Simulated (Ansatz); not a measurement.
# Cr2: the cost of one run

Method: UKS PBE0/def2-TZVP; program: Ansatz 0.2.0, Gaussian basis.

### 1 Starting geometry

2 atoms, charge 0, spin multiplicity 5.

Atoms are counted from 1 here; the program's logs count them from 0.

Bond lengths: Cr1–Cr2 2.780 Å.

The start is set by covalent radii. Sticks and bond lists go by distance. 

### 2 The run

Contents of in.yaml:

```yaml
crystal:
  periodic: [false, false, false]
  atoms:
    - {symbol: Cr, position_ang: [0.000000, 0.000000, 0.000000]}
    - {symbol: Cr, position_ang: [0.000000, 0.000000, 2.780000]}
basis:
  gaussian: {orbitals: def2-TZVP}
magnetization: {spin_polarized: true, initial_magnetization: 4}
hamiltonian: {xc: pbe0}
relax: {f_tol: 0.004, max_steps: 80}
```

Launch:

```bash
> ansatz run in.yaml --threads 1 --pin off --events-out ev --progress --plain --max-ram 2176MiB
```

Q: Estimate wall time and peak memory on 1 thread of Intel Xeon Platinum 8488C, shared host.

About 10 min, with a peak of 0.39 GiB.
